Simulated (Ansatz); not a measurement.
# In₃Se: a line through an energy map

How does the energy of In3Se (Pm-3m, No. 221; 4 atoms in the cell) vary with equal normal strain along x and y, at engineering shear strain xy = 0.0 %?

Computed with Ansatz 0.2.0 (DFT PBE+D3(BJ), scalar-relativistic, plane waves, PAW, unless a step's input says otherwise).

8 further runs of the same task are left out: 8 set aside as unsound or not needed. Runs told in other sessions of the task aren't counted.

### Step 1. Starting point

The structure is cubic, space group Pm-3m (No. 221). The conventional cell has a = 4.701 Å, b = 4.701 Å, c = 4.701 Å, α = 90.00°, β = 90.00°, γ = 90.00°. In (site symmetry 4/mmm) has 8 In at 3.32 Å and 4 Se at 3.32 Å in its first shell of neighbours. Se (site symmetry m-3m) is surrounded by 12 In at 3.32 Å.

Structure file:

```xyz
4
Lattice="4.7008 0.0000 0.0000 0.0000 4.7008 0.0000 0.0000 0.0000 4.7008" Properties=species:S:1:pos:R:3 pbc="T T T"
In    0.0000    2.3504    2.3504
In    2.3504    0.0000    2.3504
In    2.3504    2.3504    0.0000
Se    0.0000    0.0000    0.0000
```

It goes back to an entry of the Materials Project, which need not be the stable form.

It is the result of an earlier relaxation at this level (volume 25.97 Å³/atom; gap on the mesh: none (metal)).

### Step 2. The scan

The energy is mapped over two homogeneous strains (x along [1 0 0], y along [0 1 0], z along [0 0 1] of the conventional cell).

- engineering shear strain xy: 9 values from −30.0 to 30.0 %
- equal normal strain along x and y: 9 values from −15.00 to 15.00 %

Nothing else is relaxed (symmetry fixes all fractional coordinates). Energies count from the relaxed crystal. Points are written as (first, second).

### Step 3. The run at (0.0 %, −11.25 %)

Input file input.yaml:

```yaml
crystal:
  lattice:
    - [4.1719691247, 0.0, 0.0]
    - [0.0, 4.1719691247, 0.0]
    - [0.0, 0.0, 4.7008102814]
  atoms:
    - { symbol: In, position: [0.0, 0.5, 0.5] }
    - { symbol: In, position: [0.5, 0.0, 0.5] }
    - { symbol: In, position: [0.5, 0.5, 0.0] }
    - { symbol: Se, position: [0.0, 0.0, 0.0] }
basis:
  ecutwfc: 420
kpoints:
  mp_grid: { grid: [8, 8, 8] }
hamiltonian:
  xc: pbe
  pseudopotentials: { kind: paw, azcp: { folder: soft_1 } }
  dispersion: d3bj
scf:
  occupations: { method: gaussian, width: 0.15 }
output:
  forces: true
  stress: true
  eigenvalues: true
```

Run with:

```
$ ansatz run input.yaml --threads 2 --pin off --max-ram 4096MiB --backend cpu --events-out ev --progress --plain --runs-dir out
```

The program printed (excerpt; [...] marks lines left out):

```text
Warning: RAYON_NUM_THREADS=2 ignored (pool sized by the plan → 2); use --threads N
[...]
Pseudopotentials: kind: paw
Pseudopotential: In, paw, valence charge 13, recommended cutoff 420 eV (normal), <dir>
Pseudopotential: Se, paw, valence charge 16, recommended cutoff 420 eV (normal), <dir>
Functional definition: PBE
[...]
Crystal: 4 atoms, lattice volume = 81.819 Å³
Basis set: ecut = 420 eV, 1607 PW (Γ), exchange–correlation on 60×60×64 points (8 copies of the dense FFT grid, shifted against one another)
Bands: 33, of which v1, the nominal top of the filled ones, is band 28 counted from 1 (27 counted from 0)
Symmetry: 16 space group operations
Space group: P4/mmm (ITA 123), of the structure as read, at distance tolerance 4.3e-5 Å
k-points: 75 of 512
[...]
SCF iter   1: F=—  HF=-22265.064189 eV  |F-HF|=—  |Δ(HF+E_count)|=         —  Δρ=4.75e-2  dr2=4.89e0  ethr=3.10e-3  ⟨swp⟩=7.0  Hψ=10537  notcnv=0
[...]
SCF iter   9: F=-22263.712132 eV  HF=-22263.712132 eV  |F-HF|=1.77e-8  |Δ(HF+E_count)|=   2.31e-9  Δρ=4.30e-6  dr2=2.70e-8  ethr=1.82e-10  ⟨swp⟩=8.5  Hψ=11096  notcnv=0
[...]
SCF converged after 9 iterations
Free energy (F): -22263.712132 eV
[...]
E sigma→0 (E₀):  -22263.705640 eV
Entropy (-TS):   -0.012985 eV (-3.246 meV/atom)
Fermi energy:    13.586081 eV
[...]
--- Forces (eV/Å), atoms counted from 1 ---
  atom   1  In     0.00000000     0.00000000     0.00000000
  atom   2  In     0.00000000    -0.00000000    -0.00000000
  atom   3  In    -0.00000000    -0.00000000    -0.00000000
  atom   4  Se    -0.00000000     0.00000000     0.00000000
[...]
--- Stress (GPa, compression-positive) ---
       17.544799       0.000000      -0.000000
        0.000000      17.544799      -0.000000
       -0.000000      -0.000000      16.052417
  P = ⅓ Tr σ = 17.0473 GPa (170.473 kbar)
--- Band table (eV; the first three rows and the last of 75) ---
[...]
```

Run time: 2.9 s. Hardware: 2 threads of Intel Xeon 6975P-C (Granite Rapids), shared host; peak memory 0.5 GiB.

That is 236 meV/atom from the zero.

### Step 4. Grid point (0.0 %, −7.50 %)

Changes to input.yaml since step 3:

```diff
@@ -2,4 +2,4 @@
   lattice:
-    - [4.1719691247, 0.0, 0.0]
-    - [0.0, 4.1719691247, 0.0]
+    - [4.3482495103, 0.0, 0.0]
+    - [0.0, 4.3482495103, 0.0]
     - [0.0, 0.0, 4.7008102814]
```

Run with:

```
$ ansatz run input.yaml --threads 2 --pin off --max-ram 4096MiB --backend cpu --events-out ev --progress --plain --runs-dir out
```

The program printed (excerpt; [...] marks lines left out):

```text
Warning: RAYON_NUM_THREADS=2 ignored (pool sized by the plan → 2); use --threads N
[...]
[... 4 set-up lines as earlier in the session ...]
[...]
Crystal: 4 atoms, lattice volume = 88.880 Å³
Basis set: ecut = 420 eV, 1727 PW (Γ), exchange–correlation on 60×60×64 points (8 copies of the dense FFT grid, shifted against one another)
Bands: 33, of which v1, the nominal top of the filled ones, is band 28 counted from 1 (27 counted from 0)
[... 1 set-up line as earlier in the session ...]
Space group: P4/mmm (ITA 123), of the structure as read, at distance tolerance 4.5e-5 Å
k-points: 75 of 512
[...]
SCF iter   1: F=—  HF=-22265.611913 eV  |F-HF|=—  |Δ(HF+E_count)|=         —  Δρ=4.56e-2  dr2=4.97e0  ethr=3.10e-3  ⟨swp⟩=7.0  Hψ=10159  notcnv=0
[...]
SCF iter   9: F=-22264.288403 eV  HF=-22264.288403 eV  |F-HF|=1.99e-8  |Δ(HF+E_count)|=   1.21e-7  Δρ=4.60e-6  dr2=3.46e-8  ethr=1.82e-10  ⟨swp⟩=8.9  Hψ=11178  notcnv=0
[...]
SCF converged after 9 iterations
Free energy (F): -22264.288403 eV
[...]
E sigma→0 (E₀):  -22264.281978 eV
Entropy (-TS):   -0.012851 eV (-3.213 meV/atom)
Fermi energy:    12.112091 eV
[...]
--- Forces (eV/Å), atoms counted from 1 ---
  atom   1  In     0.00000000     0.00000000     0.00000000
  atom   2  In     0.00000000     0.00000000     0.00000000
  atom   3  In     0.00000000     0.00000000     0.00000000
  atom   4  Se    -0.00000000     0.00000000     0.00000000
[...]
--- Stress (GPa, compression-positive) ---
        9.231279       0.000000       0.000000
        0.000000       9.231279       0.000000
        0.000000       0.000000       8.911075
  P = ⅓ Tr σ = 9.1245 GPa (91.245 kbar)
--- Band table (eV; the first three rows and the last of 75) ---
[...]
```

It took 3 s on 2 threads of Intel Xeon 6975P-C (Granite Rapids), shared host; peak memory 0.51 GiB.

On the map this point reads 92 meV/atom.

### Step 5. Point (0.0 %, −3.75 %)

Changes to input.yaml since step 4:

```diff
@@ -2,4 +2,4 @@
   lattice:
-    - [4.3482495103, 0.0, 0.0]
-    - [0.0, 4.3482495103, 0.0]
+    - [4.5245298958, 0.0, 0.0]
+    - [0.0, 4.5245298958, 0.0]
     - [0.0, 0.0, 4.7008102814]
```

Run with:

```
$ ansatz run input.yaml --threads 2 --pin off --max-ram 4096MiB --backend cpu --events-out ev --progress --plain --runs-dir out
```

The program printed (excerpt; [...] marks lines left out):

```text
[...]
SCF converged after 9 iterations
Free energy (F): -22264.574586 eV
[...]
E sigma→0 (E₀):  -22264.566414 eV
Entropy (-TS):   -0.016345 eV (-4.086 meV/atom)
Fermi energy:    10.869444 eV
[...]
--- Forces (eV/Å), atoms counted from 1 ---
  atom   1  In     0.00000000    -0.00000000     0.00000000
  atom   2  In     0.00000000     0.00000000     0.00000000
  atom   3  In     0.00000000     0.00000000     0.00000000
  atom   4  Se    -0.00000000     0.00000000     0.00000000
[...]
--- Stress (GPa, compression-positive) ---
        3.660663       0.000000       0.000000
        0.000000       3.660663       0.000000
        0.000000       0.000000       3.774253
  P = ⅓ Tr σ = 3.6985 GPa (36.985 kbar)
--- Band table (eV; the first three rows and the last of 75) ---
[...]
```

It took 3.4 s on 2 threads of Intel Xeon 6975P-C (Granite Rapids), shared host; peak memory 0.53 GiB.

On the map this point reads 20 meV/atom.

### Step 6. Changing settings: ecutwfc 400 eV

Changes to input.yaml since step 5:

```diff
@@ -11,3 +11,3 @@
 basis:
-  ecutwfc: 420
+  ecutwfc: "400 eV"
 kpoints:
@@ -22,3 +22,3 @@
   forces: true
+  eigenvalues: true
   stress: true
-  eigenvalues: true
```

Run with:

```
$ ansatz run input.yaml --threads 2 --pin off --max-ram 4096MiB --backend cpu --events-out ev --progress --plain --runs-dir out
```

The program printed (excerpt; [...] marks lines left out):

```text
Warning: basis.ecutwfc = 400 eV is below the records' recommended 420 eV, and the density's cutoff is lower with it unless basis.ecutrho_ratio is high enough to keep the records' density cutoff: compare with a run at a higher cutoff
Warning: RAYON_NUM_THREADS=2 ignored (pool sized by the plan → 2); use --threads N
[...]
[... 4 set-up lines as earlier in the session ...]
[...]
Crystal: 4 atoms, lattice volume = 96.232 Å³
Basis set: ecut = 400 eV, 1775 PW (Γ), exchange–correlation on 60×60×64 points (8 copies of the dense FFT grid, shifted against one another)
Bands: 33, of which v1, the nominal top of the filled ones, is band 28 counted from 1 (27 counted from 0)
[... 1 set-up line as earlier in the session ...]
Space group: P4/mmm (ITA 123), of the structure as read, at distance tolerance 4.6e-5 Å
k-points: 75 of 512
[...]
SCF iter   1: F=—  HF=-22265.865432 eV  |F-HF|=—  |Δ(HF+E_count)|=         —  Δρ=4.39e-2  dr2=5.07e0  ethr=3.10e-3  ⟨swp⟩=6.9  Hψ=10056  notcnv=0
[...]
SCF iter   9: F=-22264.573485 eV  HF=-22264.573485 eV  |F-HF|=1.85e-8  |Δ(HF+E_count)|=   1.50e-7  Δρ=4.13e-6  dr2=2.97e-8  ethr=1.82e-10  ⟨swp⟩=8.9  Hψ=11183  notcnv=0
[...]
SCF converged after 9 iterations
Free energy (F): -22264.573485 eV
[...]
E sigma→0 (E₀):  -22264.565313 eV
Entropy (-TS):   -0.016344 eV (-4.086 meV/atom)
Fermi energy:    10.869551 eV
[...]
--- Forces (eV/Å), atoms counted from 1 ---
  atom   1  In     0.00000000     0.00000000     0.00000000
  atom   2  In     0.00000000     0.00000000     0.00000000
  atom   3  In     0.00000000     0.00000000     0.00000000
  atom   4  Se    -0.00000000     0.00000000     0.00000000
[...]
--- Stress (GPa, compression-positive) ---
        3.660965       0.000000       0.000000
        0.000000       3.660965       0.000000
        0.000000       0.000000       3.774412
  P = ⅓ Tr σ = 3.6988 GPa (36.988 kbar)
--- Band table (eV; the first three rows and the last of 75) ---
[...]
```

Wall time 3.2 s (2 threads of Intel Xeon 6975P-C (Granite Rapids), shared host); peak memory 0.49 GiB.

```tsv
run	ending	energy change	pressure (GPa)	gap (eV)	force (eV/Å)	cycles	time
step 5	converged	0	3.7	0.00	0.00	9	3.4 s
variant	converged	+0.3 meV/atom	3.7	0.00	0.00	9	3.2 s
```

Changing the cutoff hardly moves the energy: +0.3 meV/atom.

### Step 7. Grid point (0.0 %, 3.75 %)

Changes to input.yaml since step 5:

```diff
@@ -2,4 +2,4 @@
   lattice:
-    - [4.5245298958, 0.0, 0.0]
-    - [0.0, 4.5245298958, 0.0]
+    - [4.877090667, 0.0, 0.0]
+    - [0.0, 4.877090667, 0.0]
     - [0.0, 0.0, 4.7008102814]
```

Run with:

```
$ ansatz run input.yaml --threads 2 --pin off --max-ram 4096MiB --backend cpu --events-out ev --progress --plain --runs-dir out
```

The program printed (excerpt; [...] marks lines left out):

```text
[...]
SCF converged after 9 iterations
Free energy (F): -22264.592584 eV
[...]
E sigma→0 (E₀):  -22264.583942 eV
Entropy (-TS):   -0.017285 eV (-4.321 meV/atom)
Fermi energy:    8.766043 eV
[...]
--- Forces (eV/Å), atoms counted from 1 ---
  atom   1  In     0.00000000     0.00000000     0.00000000
  atom   2  In     0.00000000     0.00000000     0.00000000
  atom   3  In     0.00000000     0.00000000     0.00000000
  atom   4  Se    -0.00000000     0.00000000     0.00000000
[...]
--- Stress (GPa, compression-positive) ---
       -2.472545       0.000000       0.000000
        0.000000      -2.472545       0.000000
        0.000000       0.000000      -2.321241
  P = ⅓ Tr σ = -2.4221 GPa (-24.221 kbar)
--- Band table (eV; the first three rows and the last of 75) ---
[...]
```

Run time: 3.9 s. Hardware: 2 threads of Intel Xeon 6975P-C (Granite Rapids), shared host; peak memory 0.56 GiB.

Energy on the map's scale: 16 meV/atom.

### Step 8. Grid point (0.0 %, 7.50 %)

Changes to input.yaml since step 7:

```diff
@@ -2,4 +2,4 @@
   lattice:
-    - [4.877090667, 0.0, 0.0]
-    - [0.0, 4.877090667, 0.0]
+    - [5.0533710525, 0.0, 0.0]
+    - [0.0, 5.0533710525, 0.0]
     - [0.0, 0.0, 4.7008102814]
```

Run with:

```
$ ansatz run input.yaml --threads 2 --pin off --max-ram 4096MiB --backend cpu --events-out ev --progress --plain --runs-dir out
```

The program printed (excerpt; [...] marks lines left out):

```text
[...]
SCF converged after 10 iterations
Free energy (F): -22264.417597 eV
[...]
E sigma→0 (E₀):  -22264.408392 eV
Entropy (-TS):   -0.018411 eV (-4.603 meV/atom)
Fermi energy:    7.847612 eV
[...]
--- Forces (eV/Å), atoms counted from 1 ---
  atom   1  In     0.00000000    -0.00000000     0.00000000
  atom   2  In     0.00000000    -0.00000000     0.00000000
  atom   3  In     0.00000000     0.00000000     0.00000000
  atom   4  Se    -0.00000000     0.00000000     0.00000000
[...]
--- Stress (GPa, compression-positive) ---
       -4.205532       0.000000       0.000000
        0.000000      -4.205532       0.000000
        0.000000       0.000000      -3.702112
  P = ⅓ Tr σ = -4.0377 GPa (-40.377 kbar)
--- Band table (eV; the first three rows and the last of 75) ---
[...]
```

Run time: 4.8 s. Hardware: 2 threads of Intel Xeon 6975P-C (Granite Rapids), shared host; peak memory 0.57 GiB.

Energy on the map's scale: 60 meV/atom.

### Step 9. Grid point (0.0 %, 11.25 %)

Changes to input.yaml since step 8:

```diff
@@ -2,4 +2,4 @@
   lattice:
-    - [5.0533710525, 0.0, 0.0]
-    - [0.0, 5.0533710525, 0.0]
+    - [5.2296514381, 0.0, 0.0]
+    - [0.0, 5.2296514381, 0.0]
     - [0.0, 0.0, 4.7008102814]
```

Run with:

```
$ ansatz run input.yaml --threads 2 --pin off --max-ram 4096MiB --backend cpu --events-out ev --progress --plain --runs-dir out
```

The program printed (excerpt; [...] marks lines left out):

```text
[...]
SCF converged after 10 iterations
Free energy (F): -22264.162668 eV
[...]
E sigma→0 (E₀):  -22264.153390 eV
Entropy (-TS):   -0.018557 eV (-4.639 meV/atom)
Fermi energy:    7.015806 eV
[...]
--- Forces (eV/Å), atoms counted from 1 ---
  atom   1  In     0.00000000     0.00000000     0.00000000
  atom   2  In     0.00000000     0.00000000     0.00000000
  atom   3  In     0.00000000     0.00000000     0.00000000
  atom   4  Se    -0.00000000     0.00000000     0.00000000
[...]
--- Stress (GPa, compression-positive) ---
       -5.249334       0.000000       0.000000
        0.000000      -5.249334       0.000000
        0.000000       0.000000      -4.421176
  P = ⅓ Tr σ = -4.9733 GPa (-49.733 kbar)
--- Band table (eV; the first three rows and the last of 75) ---
[...]
```

Wall time 4.6 s (2 threads of Intel Xeon 6975P-C (Granite Rapids), shared host); peak memory 0.58 GiB.

On the map this point reads 123 meV/atom.

### Step 10. Grid point (0.0 %, 15.00 %)

Changes to input.yaml since step 9:

```diff
@@ -2,4 +2,4 @@
   lattice:
-    - [5.2296514381, 0.0, 0.0]
-    - [0.0, 5.2296514381, 0.0]
+    - [5.4059318236, 0.0, 0.0]
+    - [0.0, 5.4059318236, 0.0]
     - [0.0, 0.0, 4.7008102814]
```

Run with:

```
$ ansatz run input.yaml --threads 2 --pin off --max-ram 4096MiB --backend cpu --events-out ev --progress --plain --runs-dir out
```

The program printed (excerpt; [...] marks lines left out):

```text
Warning: RAYON_NUM_THREADS=2 ignored (pool sized by the plan → 2); use --threads N
[...]
[... 4 set-up lines as earlier in the session ...]
[...]
Crystal: 4 atoms, lattice volume = 137.377 Å³
Basis set: ecut = 420 eV, 2635 PW (Γ), exchange–correlation on 80×80×64 points (8 copies of the dense FFT grid, shifted against one another)
Bands: 33, of which v1, the nominal top of the filled ones, is band 28 counted from 1 (27 counted from 0)
[... 1 set-up line as earlier in the session ...]
Space group: P4/mmm (ITA 123), of the structure as read, at distance tolerance 5.2e-5 Å
k-points: 75 of 512
[...]
SCF iter   1: F=—  HF=-22265.082496 eV  |F-HF|=—  |Δ(HF+E_count)|=         —  Δρ=3.84e-2  dr2=6.11e0  ethr=3.10e-3  ⟨swp⟩=6.5  Hψ=9677  notcnv=0
[...]
SCF iter  10: F=-22263.919347 eV  HF=-22263.919347 eV  |F-HF|=1.49e-8  |Δ(HF+E_count)|=   9.17e-9  Δρ=2.63e-6  dr2=3.43e-8  ethr=1.82e-10  ⟨swp⟩=8.3  Hψ=10832  notcnv=0
WARN: dispersion: an atom stands within reach of a switch of its C6 between two reference coordination numbers of its element: through that C6 alone, e_disp changes by 0.025 eV or more while the distances to its neighbours run over a stretch of 0.05 Å that contains this geometry (sites [...]
SCF converged after 10 iterations
Free energy (F): -22263.919347 eV
[...]
E sigma→0 (E₀):  -22263.909840 eV
Entropy (-TS):   -0.019015 eV (-4.754 meV/atom)
Fermi energy:    6.265448 eV
[...]
--- Forces (eV/Å), atoms counted from 1 ---
  atom   1  In     0.00000000     0.00000000     0.00000000
  atom   2  In     0.00000000     0.00000000     0.00000000
  atom   3  In     0.00000000     0.00000000     0.00000000
  atom   4  Se    -0.00000000     0.00000000     0.00000000
[...]
--- Stress (GPa, compression-positive) ---
       -2.066599       0.000000       0.000000
        0.000000      -2.066599       0.000000
        0.000000       0.000000      -1.089496
  P = ⅓ Tr σ = -1.7409 GPa (-17.409 kbar)
--- Band table (eV; the first three rows and the last of 75) ---
[...]
```

Wall time 5.2 s (2 threads of Intel Xeon 6975P-C (Granite Rapids), shared host); peak memory 0.61 GiB.

Energy on the map's scale: 184 meV/atom.

### Step 11. The line in numbers

```
equal normal strain along x and y (%)  step  energy (meV/atom)  slope (meV/atom per %)  pressure (GPa)
                               −15.00     –                482                     −83            28.9
                               −11.25     3                236                     −50            17.0
                                −7.50     4                 92                     −28             9.1
                                −3.75     5                 20                     −11             3.7
                                 0.00     –                  0                       0             0.0
                                 3.75     7                 16                       8            −2.4
                                 7.50     8                 60                      15            −4.0
                                11.25     9                123                      19            −5.0
                                15.00    10                184                       8            −1.7
```

Energies count from the relaxed crystal. Rows without a step come from runs not printed here or follow by symmetry. Slopes come from the forces (and the stress, where the cell changes), not from differences of energies.

```tsv
run	outcome
step 6, run with ecutwfc 400 eV (against step 5)	+0.3 meV/atom
```

**Reading.** Of the points computed the energy is lowest at 0.00 %, 0 meV/atom from the zero. The highest point computed, at −15.00 %, lies 482 meV/atom above the lowest. This is one cut through a surface in two coordinates; it holds the lowest point sampled, which need not be a minimum. The log warns that the dispersion term switches its coefficients with the atoms' coordination near these geometries, so kinks or extra dips may come from it and not from the bonding. Spin polarisation is off in the runs that give these values; a magnetic solution could lie lower.
